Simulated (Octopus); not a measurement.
# NbTe (P-6m2) in Octopus: a series of runs

Runs on NbTe. Level: PBE. Tasks: single point.

Program: Octopus 16.4. These are calculated values, not measurements. Logs are shortened: lines on timing, memory, paths and dates and some standing lists are left out, and cuts for length are marked.

### 1 The undisturbed crystal

Symmetry: P-6m2, No. 187, hexagonal system. Conventional cell: a = 3.703 Å, b = 3.703 Å, c = 3.694 Å, α = 90.00°, β = 90.00°, γ = 120.00°. Te (site symmetry -6m2) has 6 Nb at 2.83 Å as nearest neighbours. Around Nb (site symmetry -6m2) lie 6 Te at 2.83 Å.

The cell comes from a database or a generator and needn't be the stable form of this composition.

### 2 Single point, PBE, 21.93 Å³/atom (strain along z of 0)

File inp:

```
CalculationMode = gs
UnitsOutput = eV_Angstrom
PeriodicDimensions = 3
ExperimentalFeatures = yes
PseudopotentialSet = sg15
%LatticeParameters
 1*angstrom | 1*angstrom | 1*angstrom
%
%LatticeVectors
 3.70297439 | 0 | 0
 -1.85148719 | 3.20686989 | 0
 0 | 0 | 3.694211
%
%ReducedCoordinates
 "Te" | 0.6666666667 | 0.3333333333 | 0
 "Nb" | 0 | 0 | 0.5
%
%Spacing
 0.14242209*angstrom | 0.14242209*angstrom | 0.14208504*angstrom
%
DerivativesOrder = 8
%KPointsGrid
 5 | 5 | 4
%
KPointsUseSymmetries = yes
XCFunctional = gga_x_pbe + gga_c_pbe
SmearingFunction = fermi_dirac
Smearing = 0.05*eV
ExtraStates = 8
Eigensolver = rmmdiis
ConvRelDens = 1e-6
MaximumIter = 120
SCFCalculateStress = yes
%Output
 density | cube
 elf | cube
 potential | cube
%
```

Potentials or basis: sg15 (PBE).

On the command line:

```
$ OMP_NUM_THREADS=1 octopus > out.log
```

out.log:

```text
Running octopus

[... 13 lines left out ...]

Input: [AllElectronType = no]
Input: [PseudopotentialSet = sg15]
Reading Coordinates from ReducedCoordinates block

****************************** Species *******************************
  Species 'Te'
    type             : pseudopotential
    file             : 'Te_ONCV_PBE-1.2.upf'
    file format      : UPF2
    valence charge   : 16.0
    atomic number    :  52
    form on file     : kleinman-bylander
    lmax             : 2
    llocal           : -1
    projectors per l : 2
    total projectors : 6
    application form : kleinman-bylander
    orbitals         :  0
    bound orbitals   :  0

  Species 'Nb'
    type             : pseudopotential
    file             : 'Nb_ONCV_PBE-1.2.upf'
    file format      : UPF2
    valence charge   : 13.0
    atomic number    :  41
    form on file     : kleinman-bylander
    lmax             : 2
    llocal           : -1
    projectors per l : 2
    total projectors : 6
    application form : kleinman-bylander
    orbitals         :  0
    bound orbitals   :  0

**********************************************************************

***************************** Symmetries *****************************
Space group No.  187
International: P-6m2
Schoenflies: D3h^1
Info: The system has    12 symmorphic symmetries that can be used.
  Index                Rotation matrix                      Fractional translations
    1 :     1   0   0     0   1   0     0   0   1      0.000000    0.000000    0.000000
    2 :    -1  -1   0     1   0   0     0   0  -1      0.000000    0.000000    0.000000
    3 :     0   1   0    -1  -1   0     0   0   1      0.000000    0.000000    0.000000
    4 :     1   0   0     0   1   0     0   0  -1      0.000000    0.000000    0.000000
    5 :    -1  -1   0     1   0   0     0   0   1      0.000000    0.000000    0.000000
    6 :     0   1   0    -1  -1   0     0   0  -1      0.000000    0.000000    0.000000
    7 :     0  -1   0    -1   0   0     0   0  -1      0.000000    0.000000    0.000000
    8 :     1   1   0     0  -1   0     0   0   1      0.000000    0.000000    0.000000
    9 :    -1   0   0     1   1   0     0   0  -1      0.000000    0.000000    0.000000
   10 :     0  -1   0    -1   0   0     0   0   1      0.000000    0.000000    0.000000
   11 :     1   1   0     0  -1   0     0   0  -1      0.000000    0.000000    0.000000
   12 :    -1   0   0     1   1   0     0   0   1      0.000000    0.000000    0.000000
Info: The system also has     0 nonsymmorphic symmetries (not used for electrons).
**********************************************************************

Input: [CurvMethod = curv_affine]
Input: [DerivativesStencil = stencil_stargeneral]

****************************** Lattice *******************************
  Lattice Vectors [A]
    3.702974    0.000000    0.000000
   -1.851487    3.206870    0.000000
    0.000000    0.000000    3.694211
  Cell volume =            43.8686 [A^3]
  Reciprocal-Lattice Vectors [A^-1]
    1.696794    0.979645   -0.000000
    0.000000    1.959289    0.000000
    0.000000   -0.000000    1.700819
  Cell angles [degree]
    alpha =   90.000
    beta  =   90.000
    gamma =  120.000
**********************************************************************

Checking if the generated full k-point grid is symmetric

    15 k-points generated from parameters :
 ---------------------------------------------------
    n =    5    5    4

    s1  =  0.50  0.50  0.00

   index |      weight  |             coordinates              |
       1 |     0.010000 |    0.000000    0.000000    0.000000  |
[... 68 lines left out ...]
  Radii for localized parts:
    local part     =  1.3 A
    non-local part =  1.6 A
    orbitals       =  0.0 A

Info: Pseudopotential for Nb
  Radii for localized parts:
    local part     =  1.3 A
    non-local part =  1.2 A
    orbitals       =  0.0 A

Input: [RelativisticCorrection = non_relativistic]
[... 11 lines left out ...]
      Block       2 contains       4 states:       5 -       8
      Block       3 contains       4 states:       9 -      12
      Block       4 contains       4 states:      13 -      16
      Block       5 contains       4 states:      17 -      20
      Block       6 contains       3 states:      21 -      23
Info: Ground-state allocation done.
Info: Could not find 'restart/gs' directory for restart.
[... 5 lines left out ...]

**************************** Eigensolver *****************************
Input: [Eigensolver = rmmdiis]
Input: [Preconditioner = pre_filter]
Input: [PreconditionerFilterFactor = 0.6000]
Input: [SubspaceDiagonalization = standard]
Info: The rmmdiis eigensolver requires     29.9 MiB of additional
      memory.  This amount can be reduced by decreasing the value
      of the variable StatesBlockSize (currently set to 4).
**********************************************************************

[... 6 lines left out ...]

** Warning:
**   The are no atomic orbitals available, cannot do LCAO.

Info: Unnormalized total charge =     28.844951
Info: Renormalized total charge =     29.000000
Info: Setting up Hamiltonian.
Orthogonalizing wavefunctions.
Info: Ground-state restart information will be written to 'restart/gs'.
Info: SCF using complex wavefunctions.
Info: Starting SCF iteration.

** Warning:
**   Symmetrization discrepancy ratio (scalar) =  1.86255E-01

*********************** SCF CYCLE ITER #    1 ************************
 etot  =  7.75333282E+03 abs_ev   =  3.57E+04 rel_ev   =  3.38E+00
 ediff =        2.85E+02 abs_dens =  2.85E+01 rel_dens =  9.83E-01
Matrix vector products: 3795
Converged eigenvectors: 0

#  State  KPoint  Eigenvalue [eV]  Occupation    Error
      1       1      -12.210349    2.000000   ( 8.1E-01)
      1       2      -11.611090    2.000000   ( 8.2E-01)
      1       3      -11.533227    2.000000   ( 8.3E-01)
      1       5      -11.147128    2.000000   ( 8.1E-01)
      1       4      -10.581448    2.000000   ( 8.2E-01)
      1       7       -9.862793    2.000000   ( 8.3E-01)
      1       6       -9.804985    2.000000   ( 8.2E-01)
      1       8       -9.643344    2.000000   ( 8.1E-01)
[... 23 lines left out ...]
     23      12     1406.234810    0.000000   ( 3.1E+01)
     23       3     1410.703992    0.000000   ( 3.1E+01)
     23      11     1415.938397    0.000000   ( 3.0E+01)
     23       7     1420.428126    0.000000   ( 3.0E+01)
     23       8     1421.044769    0.000000   ( 3.0E+01)
     23       6     1437.379401    0.000000   ( 3.0E+01)
     23       4     1465.689739    0.000000   ( 2.9E+01)
     23       5     1477.023974    0.000000   ( 2.9E+01)

Density of states:

-------------------%%-------------------------------------------------
-------------------%%-------------------------------------------------
-------------------%%-------------------------------------------------
-------------------%%-------------------------------------------------
-------------------%%-------------------------------------------------
------------------%%%-------------------------------------------------
------------------%%%-------------------------------------------------
------------------%%%-------------------------------------------------
%----------------%%%%%------------------------------------------------
%----------------%%%%%%%------------%---------------------------------
                    ^

Fermi energy =   415.957980 eV

**********************************************************************

** Warning:
**   Symmetrization discrepancy ratio (scalar) =  1.43732E-01

*********************** SCF CYCLE ITER #    2 ************************
 etot  =  3.67271305E+03 abs_ev   =  4.06E+03 rel_ev   =  6.24E-01
 ediff =        1.50E+02 abs_dens =  3.65E+00 rel_dens =  1.26E-01
Matrix vector products: 3795
Converged eigenvectors: 0
[... 219 lines left out ...]
Fermi energy =    10.484193 eV

**********************************************************************

Info: restarting mixing.

*********************** SCF CYCLE ITER #   21 ************************
 etot  = -3.92147094E+03 abs_ev   =  4.79E+00 rel_ev   =  1.09E-02
 ediff =        9.73E-02 abs_dens =  1.08E-01 rel_dens =  3.73E-03
Matrix vector products: 3795
Converged eigenvectors: 0
[... 139 lines left out ...]
*********************** SCF CYCLE ITER #   33 ************************
 etot  = -3.93123491E+03 abs_ev   =  2.26E-03 rel_ev   =  5.08E-06
 ediff =        1.12E-04 abs_dens =  2.59E-05 rel_dens =  8.94E-07
Matrix vector products: 3795
Converged eigenvectors: 0

#  State  KPoint  Eigenvalue [eV]  Occupation    Error
      1       1      -45.443771    2.000000   ( 2.1E-07)
      1       3      -45.441205    2.000000   ( 4.3E-07)
      1       2      -45.440838    2.000000   ( 6.4E-07)
      1       8      -45.438638    2.000000   ( 2.1E-07)
      1       5      -45.438396    2.000000   ( 1.9E-07)
      1       4      -45.436997    2.000000   ( 4.6E-07)
      1       7      -45.436089    2.000000   ( 5.7E-07)
      1      11      -45.435953    2.000000   ( 2.0E-07)
[... 23 lines left out ...]
     23       7       21.495258    0.000000   ( 1.5E-02)
     23       8       21.636768    0.000000   ( 1.5E-01)
     23      13       22.000266    0.000000   ( 3.4E-03)
     23       9       22.029105    0.000000   ( 5.1E-01)
     23      10       22.115942    0.000000   ( 7.7E-01)
     23       1       22.748572    0.000000   ( 3.7E-01)
     23      14       22.871752    0.000000   ( 4.0E-01)
     23      15       23.068334    0.000000   ( 5.5E-03)

Density of states:

------------------%---------------------------------------------------
------------------%---------------------------------------------------
------------------%---------------------------------------------------
------------------%---------------------------------------------------
------------------%-----%---------------------------------------------
------------------%-----%---------------------------------------------
------------------%-----%---------------------------------------------
------------------%-----%--------------------------------%-------%----
%-----------------%-----%-------------------------%-%----%%------%----
%-----------------%-----%------------------%%-----%%%%%%%%%%%%%%%%%%%-
                                                        ^

Fermi energy =    10.153479 eV

**********************************************************************

Info: SCF converged in   33 iterations

** Warning:
**   Some of the states are not fully converged!

Info: Number of matrix-vector products:     125235
Info: Writing output to static/

Info: Finished writing information to 'restart/gs'.

Octopus emitted 37 warnings.
```

Wall time 4.4 min (1 thread of Arm Neoverse V2, shared host); peak memory 0.38 GiB.

What came out:

```yaml
Free_energy: -3931.2467 eV
Pressure: -0.4 GPa
Band_gap_on_the_k_mesh: none (metal or under the smearing width)
```

Caveat: the k mesh is coarse (spacing up to 0.43 Å⁻¹), so the values aren't converged.

### 3 Single point, PBE, 21.28 Å³/atom (strain along z of -0.03)

inp: that of step 2 with these lines changed.

```diff
@@ -11,3 +11,3 @@
  -1.85148719 | 3.20686989 | 0
- 0 | 0 | 3.694211
+ 0 | 0 | 3.58338467
 %
@@ -18,3 +18,3 @@
 %Spacing
- 0.14242209*angstrom | 0.14242209*angstrom | 0.14208504*angstrom
+ 0.14242209*angstrom | 0.14242209*angstrom | 0.13782249*angstrom
 %
```

Potentials or basis: sg15 (PBE).

On the command line:

```
$ OMP_NUM_THREADS=1 octopus > out.log
```

Wall time 5.1 min (1 thread of Arm Neoverse V2, shared host); peak memory 0.38 GiB.

The run converged. Its results:

- Free energy: -3931.2075 eV
- Pressure: 4.4 GPa
- Band gap on the k mesh: none (metal or under the smearing width)

Caveat: the k mesh is coarse (spacing up to 0.44 Å⁻¹), so the values aren't converged.

### 4 Single point, PBE, 22.59 Å³/atom (strain along z of 0.03)

inp: that of step 3 with these lines changed.

```diff
@@ -11,3 +11,3 @@
  -1.85148719 | 3.20686989 | 0
- 0 | 0 | 3.58338467
+ 0 | 0 | 3.80503733
 %
@@ -18,3 +18,3 @@
 %Spacing
- 0.14242209*angstrom | 0.14242209*angstrom | 0.13782249*angstrom
+ 0.14242209*angstrom | 0.14242209*angstrom | 0.14634759*angstrom
 %
```

On the command line:

```
$ OMP_NUM_THREADS=1 octopus > out.log
```

It took 5.3 min on 1 thread of Arm Neoverse V2, shared host; peak memory 0.38 GiB.

The run converged. Its results:

```
Free energy            : -3931.2303 eV
Pressure               : -4.3 GPa
Band gap on the k mesh : none (metal or under the smearing width)
```

Caveat: the k mesh is coarse (spacing up to 0.41 Å⁻¹), so the values aren't converged.

### 5 Single point, PBE, 21.61 Å³/atom (strain along z of -0.015)

inp: that of step 4 with these lines changed.

```diff
@@ -11,3 +11,3 @@
  -1.85148719 | 3.20686989 | 0
- 0 | 0 | 3.80503733
+ 0 | 0 | 3.63879784
 %
@@ -18,3 +18,3 @@
 %Spacing
- 0.14242209*angstrom | 0.14242209*angstrom | 0.14634759*angstrom
+ 0.14242209*angstrom | 0.14242209*angstrom | 0.13995376*angstrom
 %
@@ -33,6 +33 @@
 SCFCalculateStress = yes
-%Output
- density | cube
- elf | cube
- potential | cube
-%
```

On the command line:

```
$ OMP_NUM_THREADS=1 octopus > out.log
```

It took 5.7 min on 1 thread of Arm Neoverse V2, shared host; peak memory 0.38 GiB.

It converged, with:

- Free energy: -3931.2359 eV
- Pressure: 1.9 GPa
- Band gap on the k mesh: none (metal or under the smearing width)

Caveat: the k mesh is coarse (spacing up to 0.43 Å⁻¹), so the values aren't converged.

### 6 Single point, PBE, 22.26 Å³/atom (strain along z of 0.015)

inp: that of step 5 with these lines changed.

```diff
@@ -11,3 +11,3 @@
  -1.85148719 | 3.20686989 | 0
- 0 | 0 | 3.63879784
+ 0 | 0 | 3.74962416
 %
@@ -18,3 +18,3 @@
 %Spacing
- 0.14242209*angstrom | 0.14242209*angstrom | 0.13995376*angstrom
+ 0.14242209*angstrom | 0.14242209*angstrom | 0.14421631*angstrom
 %
@@ -33 +33,6 @@
 SCFCalculateStress = yes
+%Output
+ density | cube
+ elf | cube
+ potential | cube
+%
```

Potentials or basis: sg15 (PBE).

On the command line:

```
$ OMP_NUM_THREADS=1 octopus > out.log
```

Run time: 5.5 min. Hardware: 1 thread of Arm Neoverse V2, shared host; peak memory 0.38 GiB.

Results (log left out):

```yaml
Free_energy: -3931.2437 eV
Pressure: -2.4 GPa
Band_gap_on_the_k_mesh: none (metal or under the smearing width)
```

Caveat: the k mesh is coarse (spacing up to 0.42 Å⁻¹), so the values aren't converged.

### 7 The reference run

An earlier run on the cell as given: functional PBEsol; potentials or basis pseudodojo_pbesol (PseudoDojo 0.4, PBEsol); grid spacing 0.123 Å; k mesh 8 × 8 × 7; occupations fermi-dirac, width 0.05 eV; no spin polarisation.

- Band gap on the k mesh: none (metal or under the smearing width)
